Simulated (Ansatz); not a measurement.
# Ta6H in Ansatz: settings compared

The runs below take Ta6H through relaxation of the atoms, with PBEsol, PBEsol+D4.

Program: Ansatz 0.2.0. These are calculated values, not measurements. Logs are shortened: lines on timing, memory, paths and dates and some standing lists are left out, and cuts for length are marked.

## 1. The cell of the first run

The cell holds a slab with vacuum, 14 atoms: a = 5.720 Å, b = 5.720 Å, c = 22.671 Å, α = 90.00°, β = 90.00°, γ = 109.47°.

## 2. Relaxation of the atoms, PBEsol

Input file input.yaml:

```yaml
crystal:
  lattice:
    - [5.720201715, 0.0, 0.0]
    - [-1.906733905, 5.3930578966, 0.0]
    - [0.0, 0.0, 22.6705251426]
  atoms:
    - { symbol: Ta, position: [0.25, 0.25, 0.3528811066] }
    - { symbol: Ta, position: [0.25, 0.75, 0.3528811066] }
    - { symbol: Ta, position: [0.75, 0.25, 0.3528811066] }
    - { symbol: Ta, position: [0.75, 0.75, 0.3528811066] }
    - { symbol: Ta, position: [0.5, 0.5, 0.4558898617] }
    - { symbol: Ta, position: [0.5, 0.0, 0.4558898617] }
    - { symbol: Ta, position: [0.0, 0.5, 0.4558898617] }
    - { symbol: Ta, position: [0.0, 0.0, 0.4558898617] }
    - { symbol: Ta, position: [0.75, 0.75, 0.5588986167] }
    - { symbol: Ta, position: [0.75, 0.25, 0.5588986167] }
    - { symbol: Ta, position: [0.25, 0.75, 0.5588986167] }
    - { symbol: Ta, position: [0.25, 0.25, 0.5588986167] }
    - { symbol: H, position: [0.9166666667, 0.5833333333, 0.6550587183] }
    - { symbol: H, position: [1.0441028534, 0.5733211124, 0.6550587183] }
hamiltonian:
  xc: pbesol
  pseudopotentials: { kind: paw }
kpoints:
  mp_grid: { grid: [5, 5, 1] }
scf:
  occupations: { method: fermi_dirac, width: 0.05 }
output:
  forces: true
  eigenvalues: true
relax:
  f_tol: 0.02
  max_steps: 40
  constraints: [{ sites: [0, 1, 2, 3] }]
efield:
  axis: 3
  dipole_correction: true
  ramp_width: 0.04
```

Potentials or basis: Ansatz PAW.

On the command line:

```
$ ansatz run input.yaml --threads 4 --pin off --max-ram 11264MiB --backend cpu --events-out ev --progress --plain --runs-dir out
```

Output:

```text
Warning: RAYON_NUM_THREADS=4 ignored (pool sized by the plan → 4); use --threads N
Engine: ansatz 0.2.0, aarch64-unknown-linux-gnu
Pseudopotentials: kind: paw
Pseudopotential: Ta, paw, valence charge 13, recommended cutoff 420 eV (normal), Ta.paw.azcp
Pseudopotential: H, paw, valence charge 1, recommended cutoff 420 eV (normal), H.paw.azcp
Functional definition: PBEsol
  exchange = pbesol_x
  correlation = pbesol_c
Crystal: 14 atoms, lattice volume = 699.372 Å³
Basis set: ecut = 420 eV, 13659 PW (Γ), exchange–correlation on 80×80×320 points (8 copies of the dense FFT grid, shifted against one another)
Bands: 95, of which v1, the nominal top of the filled ones, is band 79 counted from 1 (78 counted from 0)
Symmetry: 1 space group operations
Space group: P1 (ITA 1), of the structure as read, at distance tolerance 8.9e-5 Å
k-points: 13 of 25 (time reversal used)
Non-local potential: Ta, projectors of the file, l = 0: 3, l = 1: 2, l = 2: 2, l = 3: 1
Non-local potential: H, projectors of the file, l = 0: 2, l = 1: 1
PAW form: soft (Blöchl's): semilocal exchange-correlation on the pseudo side does not see the compensation charge
PAW frozen core: Ta, regenerated for the run's functional, and the local potential with it (the file was generated under x = pbe(κ = 0.804, μ = 0.2195149727645171), c = pbe(β = 0.06672455060314922))
PAW one-centre angular grid: Ta, 590 points (default); XC on 64 Gauss nodes
PAW one-centre angular grid: H, 110 points (default); XC on 64 Gauss nodes
Initial density: superposition of atomic densities (neutral atoms: chi_scale 0, normalization atom), corrected by the library's trained network
Initial wavefunctions: pseudopotential atomic-orbital guess
Functional: x = pbesol(κ = 0.804, μ = 0.12345679012345678), c = pbesol(β = 0.046)
SCF iter   1: F=—  HF=-117698.631219 eV  |F-HF|=—  |Δ(HF+E_count)|=         —  Δρ=4.46e-3  dr2=6.48e-1  ethr=1.77e-3  p=0.100 e·Å  D=2.58e-2 V/Å  ΔV_dip=-0.58 eV  dr2_dipole=5.51e-2  V_vac-E_F(+/−)=4.41/5.00 eV  ⟨swp⟩=9.8  Hψ=5619  notcnv=0  defer=10
efield: sawtooth ramp at fractional position 0.9840 (placed from the atoms, in the widest stretch of the axis that holds none; the zero of the levels goes with the place), width 0.0400; the density the first Hamiltonian is built on has a dipole p = 0.100 e·Å; the dipole correction subtracts the counter field D = 2.58e-2 V/Å, which shifts the + side's vacuum level by -0.58 eV against the − side's; the planar-averaged density in the ramp window peaks in size at 3.0e-5 e/Å³
preconditioner: auto → LDOS  [metal: Δε(μ)=0.019 eV  Ē_g=3.630 eV  σ=0.050 eV  W_gap=0.10  n_scr=102 (ndim 8)  ℏωp=11.1 eV  f_vac=0.583  D(μ)=14.63/eV (n_scr^D=86)  β→1.0]
SCF iter   2: F=—  HF=-117698.557227 eV  |F-HF|=—  |Δ(HF+E_count)|=   7.40e-2  Δρ=1.76e-3  dr2=4.26e-2  ethr=4.10e-4  p=0.097 e·Å  D=2.50e-2 V/Å  ΔV_dip=-0.57 eV  dr2_dipole=1.53e-3  V_vac-E_F(+/−)=4.31/4.87 eV  ⟨swp⟩=3.8  Hψ=2137  notcnv=0  defer=40
SCF iter   3: F=—  HF=-117698.553058 eV  |F-HF|=—  |Δ(HF+E_count)|=   4.17e-3  Δρ=7.17e-4  dr2=1.55e-2  ethr=2.70e-5  p=0.112 e·Å  D=2.90e-2 V/Å  ΔV_dip=-0.66 eV  dr2_dipole=3.44e-4  V_vac-E_F(+/−)=4.29/4.95 eV  ⟨swp⟩=3.3  Hψ=2827  notcnv=0  defer=40
SCF iter   4: F=—  HF=-117698.551565 eV  |F-HF|=—  |Δ(HF+E_count)|=   1.49e-3  Δρ=3.21e-4  dr2=1.50e-3  ethr=9.82e-6  p=0.114 e·Å  D=2.95e-2 V/Å  ΔV_dip=-0.67 eV  dr2_dipole=1.84e-6  V_vac-E_F(+/−)=4.26/4.93 eV  ⟨swp⟩=2.0  Hψ=1624  notcnv=0  defer=40
[... 234 lines left out ...]
  E_vefield    = 0.380895  (∫n·V_field dr)
  E_ewald      = 53393.246564
  E_core_change = 2.563758  (= ΣΔE_core)
  E_smearing   = -0.117709  (= −TS)
  E_closure    = 0.000000  (closes the sum)
  Σ components = -117699.157420   (vs F -117699.157420, Δ=0.00e0)
--- Forces (eV/Å), atoms counted from 1 ---
  atom   1  Ta     0.00033248     0.00008742     0.00272515
  atom   2  Ta     0.00479977    -0.00008944     0.00485586
  atom   3  Ta     0.00048943    -0.00470181     0.00028349
  atom   4  Ta    -0.00383862     0.00174677     0.00396147
  atom   5  Ta    -0.00150123     0.00183239     0.00255907
  atom   6  Ta    -0.00056571    -0.00073853    -0.00351731
  atom   7  Ta     0.00244943     0.00206343     0.00194078
  atom   8  Ta    -0.00125186     0.00054025     0.00077819
  atom   9  Ta    -0.01055636     0.00192465    -0.00562231
  atom  10  Ta     0.00215986    -0.00452631     0.00029886
  atom  11  Ta     0.01065378    -0.00005639    -0.00778647
  atom  12  Ta    -0.00361990     0.00198158    -0.00016288
  atom  13  H      0.00559240    -0.00089050     0.01733701
  atom  14  H     -0.00512928     0.00082482    -0.01772356
  max |Σ_I F_I| component: 7.26e-5 eV/Å
--- Band table (eV; the first three rows and the last of 13) ---
  k-point 0: bands = ["-64.8360", "-64.8273", "-64.7699", "-64.7697", "-64.7691", "-64.7691", "-64.7317", "-64.7267", "-64.4398", "-64.3900", "-64.3897", "-64.3412", "-31.8686", "-31.8683", "-31.8495", "-31.8291", "-31.7682", "-31.7679", "-31.7654", "-31.7286", "-31.7286", "-31.5163", "-31.4876", "-31.4789", "-31.4329", "-31.3803", "-31.3801", "-31.3735", "-31.3102", "-31.0986", "-31.0983", "-31.0470", "-31.0336", "-31.0334", "-30.9637", "-30.9321", "-30.8923", "-30.8922", "-30.7708", "-30.7705", "-30.7251", "-30.6862", "-30.6850", "-30.6840", "-30.5395", "-30.5389", "-30.5376", "-30.5100", "-4.8132", "-3.0743", "-2.7157", "-2.0564", "-1.5875", "-1.5873", "-1.4196", "-1.4187", "-1.4182", "-1.1380", "-0.9562", "-0.5008", "-0.5006", "-0.4296", "0.8720", "0.9388", "1.0507", "1.0507", "1.1135", "1.1136", "1.1848", "1.1857", "1.3336", "1.7963", "2.1808", "2.3096", "2.3513", "2.3518", "2.9068", "3.1394", "3.1429", "3.2355", "3.5235", "3.7871", "3.8570", "3.9666", "4.2681", "4.2720", "4.4569", "5.2059", "5.2196", "5.2261", "5.6610", "5.7895", "5.8696", "6.0217", "6.0454"]
  k-point 1: bands = ["-64.8297", "-64.8218", "-64.7760", "-64.7749", "-64.7660", "-64.7652", "-64.7354", "-64.7307", "-64.4351", "-64.3947", "-64.3852", "-64.3458", "-31.8429", "-31.8054", "-31.8032", "-31.8004", "-31.7447", "-31.7271", "-31.7263", "-31.7097", "-31.6466", "-31.5274", "-31.5026", "-31.4974", "-31.4188", "-31.3909", "-31.3851", "-31.3634", "-31.3201", "-31.1251", "-31.0816", "-31.0735", "-31.0694", "-31.0431", "-31.0009", "-30.9499", "-30.9100", "-30.8894", "-30.8148", "-30.8103", "-30.7043", "-30.7011", "-30.6906", "-30.6818", "-30.6005", "-30.5985", "-30.5399", "-30.5288", "-4.4911", "-2.8100", "-2.6669", "-1.7810", "-1.7262", "-1.3682", "-1.3213", "-1.1943", "-1.1475", "-0.8905", "-0.8027", "-0.4686", "-0.1429", "-0.1167", "0.8839", "0.9885", "1.0188", "1.1393", "1.1503", "1.2031", "1.2130", "1.3953", "1.4272", "1.8106", "2.0206", "2.0633", "2.1290", "2.2105", "2.6799", "2.7975", "2.8410", "3.2580", "3.3859", "3.3894", "3.4982", "3.5329", "3.5755", "3.7093", "4.5205", "4.5326", "4.5377", "5.2821", "5.4485", "5.5549", "5.7225", "5.8825", "5.8889"]
  k-point 2: bands = ["-64.8132", "-64.8073", "-64.7926", "-64.7894", "-64.7565", "-64.7546", "-64.7448", "-64.7414", "-64.4226", "-64.4071", "-64.3731", "-64.3580", "-31.7771", "-31.7379", "-31.7098", "-31.7074", "-31.7010", "-31.6936", "-31.6608", "-31.6229", "-31.5786", "-31.5366", "-31.4912", "-31.4490", "-31.4295", "-31.4234", "-31.3203", "-31.3149", "-31.2446", "-31.2342", "-31.2231", "-31.2196", "-31.1884", "-31.0787", "-30.9869", "-30.9369", "-30.8876", "-30.8732", "-30.8712", "-30.8467", "-30.7713", "-30.7329", "-30.7181", "-30.7059", "-30.6814", "-30.6769", "-30.5406", "-30.5375", "-3.6288", "-2.7296", "-2.5431", "-2.0033", "-1.4292", "-0.9194", "-0.7348", "-0.6735", "-0.5869", "-0.4793", "-0.3988", "-0.2456", "0.4209", "0.6582", "0.7795", "0.8342", "0.9045", "0.9306", "0.9961", "1.1100", "1.4644", "1.6692", "1.7686", "1.8336", "1.8891", "1.9385", "1.9678", "1.9901", "2.1248", "2.2394", "2.3808", "2.5265", "2.5688", "2.7223", "2.8787", "3.1277", "3.3216", "3.9226", "4.0304", "4.1656", "4.1913", "4.5279", "4.8426", "4.9757", "4.9933", "5.4799", "5.6496"]
  k-point 12: bands = ["-64.8118", "-64.8045", "-64.7841", "-64.7827", "-64.7581", "-64.7574", "-64.7534", "-64.7482", "-64.4182", "-64.4021", "-64.3776", "-64.3630", "-31.7536", "-31.7525", "-31.6876", "-31.6793", "-31.6537", "-31.6492", "-31.6414", "-31.6341", "-31.5223", "-31.4895", "-31.4826", "-31.4709", "-31.4176", "-31.3685", "-31.3134", "-31.2727", "-31.2476", "-31.2196", "-31.1997", "-31.1980", "-31.1744", "-31.0812", "-31.0405", "-30.9936", "-30.9676", "-30.9609", "-30.9238", "-30.8377", "-30.7657", "-30.7398", "-30.7304", "-30.6983", "-30.6927", "-30.6913", "-30.6153", "-30.5853", "-3.6861", "-2.7247", "-2.0027", "-1.9700", "-1.3718", "-1.0120", "-1.0098", "-0.6985", "-0.5004", "-0.4597", "-0.4239", "-0.1114", "0.2761", "0.5731", "0.8250", "0.8776", "1.0393", "1.1466", "1.3550", "1.3743", "1.4077", "1.7947", "1.8695", "2.0151", "2.0217", "2.1880", "2.2596", "2.2790", "2.4192", "2.4442", "2.6370", "2.7054", "2.7071", "2.7760", "2.8144", "2.9747", "3.5036", "3.6264", "3.8657", "4.0633", "4.2902", "4.4282", "4.5493", "4.7301", "4.7909", "4.8573", "4.8798"]
--- Relaxed structure (22 steps of the walk, 18 accepted, 0 SCFs on fresh bases) ---
  F+E_penalty+E_count = -117699.15741957 eV   max|allowed force component| = 1.772e-2 eV/Å
  atoms:
    - { symbol: Ta, position: [0.25, 0.25, 0.3528811066] }
    - { symbol: Ta, position: [0.25000000000000006, 0.75, 0.3528811066] }
    - { symbol: Ta, position: [0.75, 0.25, 0.3528811066] }
    - { symbol: Ta, position: [0.75, 0.75, 0.3528811066] }
    - { symbol: Ta, position: [0.5000374280879644, 0.4999297375085537, 0.4512245819938803] }
    - { symbol: Ta, position: [0.4999954411650251, -5.9192804464459964e-5, 0.45126811752075496] }
    - { symbol: Ta, position: [8.663980414352901e-6, 0.4999561854926745, 0.4512175443851862] }
    - { symbol: Ta, position: [2.3787840780457234e-5, -5.626259643584114e-5, 0.45122355748096094] }
    - { symbol: Ta, position: [0.7502811890435277, 0.7498984397582954, 0.5495454873284934] }
    - { symbol: Ta, position: [0.7502339854927796, 0.2503850305257598, 0.5495214909725707] }
    - { symbol: Ta, position: [0.24950499950123156, 0.7497405263676018, 0.549622851988226] }
    - { symbol: Ta, position: [0.25012598057902546, 0.24976905319087694, 0.549517265899509] }
    - { symbol: H, position: [1.046397488551113, 0.6419643787236557, 0.7037745232018303] }
    - { symbol: H, position: [1.0743444016181039, 0.6545155798384791, 0.7366837591245912] }
```

Run time: 9.5 min. Hardware: 4 threads of Arm Neoverse V1, shared host; peak memory 1.8 GiB.

What came out:

```yaml
Free_energy: -117699.1574 eV
Energy_gained_by_relaxing: 43.3 meV/atom
Ionic_steps: 18
Largest_force_after_relaxing: 0.018 eV/Å
Band_gap_on_the_k_mesh: none (metal or under the smearing width)
Work_function_of_the_upper_face: 4.81 eV
Work_function_of_the_lower_face: 4.86 eV
Dipole_across_the_slab: 0.008 e·Å
```

Forces in eV/Å, atoms in the order of the input:
```
Ta   0.000  0.000  0.003
Ta   0.005  0.000  0.005
Ta   0.000 -0.005  0.000
Ta  -0.004  0.002  0.004
Ta  -0.002  0.002  0.003
Ta  -0.001 -0.001 -0.004
Ta   0.002  0.002  0.002
Ta  -0.001  0.001  0.001
Ta  -0.011  0.002 -0.006
Ta   0.002 -0.005  0.000
Ta   0.011  0.000 -0.008
Ta  -0.004  0.002  0.000
H    0.006 -0.001  0.017
H   -0.005  0.001 -0.018
```

The path:
```tsv
step	energy change (eV)	largest force (eV/Å)
1	0.0000	1.2926
2	-0.3089	0.4011
3	-0.3912	0.4237
4	-0.4461	0.3038
5	-0.4937	0.1206
6	-0.5318	0.1105
7	-0.5577	0.0724
8	-0.5738	0.1292
9	-0.5853	0.1079
10	-0.5933	0.1322
11	-0.6000	0.0852
12	-0.6054	0.0257
13	-0.6054	0.0257
14	-0.6056	0.0536
15	-0.6063	0.0055
16	-0.6063	0.0056
17	-0.6064	0.0124
18	-0.6065	0.0185
```

Final structure:
```
Ta H
1.0
     5.72020    0.00000    0.00000
    -1.90673    5.39306    0.00000
     0.00000    0.00000   22.67053
Ta H
12 2
Direct
  0.25000 0.25000 0.35288
  0.25000 0.75000 0.35288
  0.75000 0.25000 0.35288
  0.75000 0.75000 0.35288
  0.50004 0.49993 0.45122
  0.50000 0.99994 0.45127
  0.00001 0.49996 0.45122
  0.00002 0.99994 0.45122
  0.75028 0.74990 0.54955
  0.75023 0.25039 0.54952
  0.24950 0.74974 0.54962
  0.25013 0.24977 0.54952
  0.04640 0.64196 0.70377
  0.07434 0.65452 0.73668
```

Caveat: the PAW data sets come from PBE, with cores solved anew for the run's functional, which leaves a small shift of forces and pressure.

## 3. Relaxation of the atoms, PBEsol+D4

Edit input.yaml of step 2 so:

```diff
@@ -23,2 +23,3 @@
   pseudopotentials: { kind: paw }
+  dispersion: d4
 kpoints:
```

Potentials or basis: Ansatz PAW.

On the command line:

```
$ ansatz run input.yaml --threads 4 --pin off --max-ram 11264MiB --backend cpu --events-out ev --progress --plain --runs-dir out
```

Run time: 12 min. Hardware: 4 threads of Arm Neoverse V1, shared host; peak memory 1.8 GiB.

Results (log left out):

```
Free energy                     : -117700.5393 eV
Energy gained by relaxing       : 42.9 meV/atom
Ionic steps                     : 26
Largest force after relaxing    : 0.021 eV/Å
Band gap on the k mesh          : none (metal or under the smearing width)
Work function of the upper face : 4.72 eV
Work function of the lower face : 4.86 eV
Dipole across the slab          : 0.024 e·Å
```

Forces on the atoms (eV/Å):
```
Ta   0.002 -0.002  0.006
Ta   0.002  0.001  0.007
Ta   0.000 -0.002 -0.009
Ta  -0.001  0.001  0.006
Ta   0.000  0.000  0.001
Ta  -0.008 -0.002  0.001
Ta  -0.001  0.007  0.002
Ta  -0.004  0.004  0.001
Ta   0.005 -0.002 -0.002
Ta   0.003 -0.001 -0.001
Ta   0.001  0.000 -0.007
Ta   0.001 -0.002 -0.002
H    0.006  0.007  0.015
H   -0.006 -0.008 -0.018
```

Step by step:
| step | energy change (eV) | largest force (eV/Å) |
| --- | --- | --- |
| 1 | 0.0000 | 1.3047 |
| 2 | -0.3227 | 0.4057 |
| 3 | -0.4048 | 0.4054 |
| 4 | -0.4547 | 0.3153 |
| 5 | -0.4986 | 0.1309 |
| 6 | -0.5337 | 0.0937 |
| 7 | -0.5565 | 0.0661 |
| 8 | -0.5698 | 0.2841 |
| 9 | -0.5815 | 0.1201 |
| 10 | -0.5895 | 0.0924 |
| 11 | -0.5943 | 0.2492 |
| 12 | -0.5974 | 0.0240 |
| 13 | -0.5978 | 0.0532 |
| 14 | -0.5983 | 0.1478 |
| 15 | -0.5989 | 0.1190 |
| 16 | -0.5994 | 0.0511 |
| 17 | -0.5996 | 0.0072 |
| 18 | -0.5996 | 0.0072 |
| 19 | -0.5998 | 0.0451 |
| 20 | -0.5998 | 0.0553 |
| 21 | -0.5999 | 0.0312 |
| 22 | -0.6000 | 0.0075 |
| 23 | -0.6002 | 0.0272 |
| 24 | -0.6003 | 0.1002 |
| 25 | -0.6005 | 0.0191 |
| 26 | -0.6005 | 0.0207 |

Final structure:
```
Ta H
1.0
     5.72020    0.00000    0.00000
    -1.90673    5.39306    0.00000
     0.00000    0.00000   22.67053
Ta H
12 2
Direct
  0.25000 0.25000 0.35288
  0.25000 0.75000 0.35288
  0.75000 0.25000 0.35288
  0.75000 0.75000 0.35288
  0.49999 0.49998 0.45108
  0.50003 0.99995 0.45114
  0.00004 0.49996 0.45111
  0.00002 0.99993 0.45109
  0.74979 0.75006 0.54916
  0.75015 0.25033 0.54918
  0.24961 0.74982 0.54948
  0.24997 0.25012 0.54916
  0.13866 0.66610 0.68976
  0.19691 0.71817 0.71932
```

Levels at points of the mesh, in eV from the Fermi level:
```tsv
k point	band 77	band 78	band 79	band 80	band 81	band 82
(0.00, 0.00, 0.00)	0.30	0.52	0.52	0.63	0.90	1.17
```

Caveat: the PAW data sets come from PBE, with cores solved anew for the run's functional, which leaves a small shift of forces and pressure.
